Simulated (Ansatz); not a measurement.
# C2H6ClIn: the cost of one run

Computed with Ansatz 0.2.0, Gaussian basis. Level: the settings change from run to run.

### 1 The relaxed structure

An earlier PBE0-D4 in a triple-zeta def2 set relaxation fixed the geometry. In takes a core potential in def2 sets; no spin-orbit term is included.

SMILES `ClC[CH2][InH2]`, 10 atoms, charge 0, spin multiplicity 1.

Atoms are counted from 1 here; the program's logs count them from 0.

Bond lengths: Cl1–C2 1.831 Å, C2–C3 1.503 Å, C2–H5 1.089 Å, C2–H6 1.090 Å, C3–In4 2.192 Å, C3–H7 1.093 Å, C3–H8 1.091 Å, In4–H9 1.728 Å, In4–H10 1.723 Å. Angles: Cl1–C2–C3 110.0°, Cl1–C2–H5 104.3°, Cl1–C2–H6 104.1°, C3–C2–H5 112.6°, C3–C2–H6 115.6°, H5–C2–H6 109.3°, C2–C3–In4 104.7°, C2–C3–H7 109.9°, C2–C3–H8 111.2°, In4–C3–H7 113.1°, In4–C3–H8 109.4°, H7–C3–H8 108.5°, C3–In4–H9 117.3°, C3–In4–H10 119.7°, H9–In4–H10 122.9°.

### 2 wB97X-V/ANO-RCC-VTZP

Set apart from the defaults: relativity set to scalar.

Contents of in.yaml:

```yaml
crystal:
  periodic: [false, false, false]
  atoms:
    - {symbol: Cl, position_ang: [-1.525365, 0.266032, -1.299820]}
    - {symbol: C, position_ang: [-0.803891, -0.995777, -0.186200]}
    - {symbol: C, position_ang: [0.611188, -0.625763, 0.160337]}
    - {symbol: In, position_ang: [0.611911, 1.564727, 0.238603]}
    - {symbol: H, position_ang: [-1.461525, -0.996233, 0.681525]}
    - {symbol: H, position_ang: [-0.926032, -1.931727, -0.731864]}
    - {symbol: H, position_ang: [0.894654, -1.088973, 1.108324]}
    - {symbol: H, position_ang: [1.306533, -0.961545, -0.610308]}
    - {symbol: H, position_ang: [-0.300911, 2.312163, 1.500706]}
    - {symbol: H, position_ang: [1.593449, 2.457096, -0.861284]}
basis:
  gaussian: {orbitals: ANO-RCC-VTZP}
hamiltonian: {xc: {name: wB97X-V}, pseudopotentials: {relativity: scalar}}
```

Run with:

```sh
ansatz run in.yaml --threads 4 --pin off --events-out ev --progress --plain --max-ram 10444MiB
```

Q: Estimate wall time and peak memory on 4 threads of Arm Neoverse V1, shared host.

About 22 s, with a peak of 1.1 GiB.
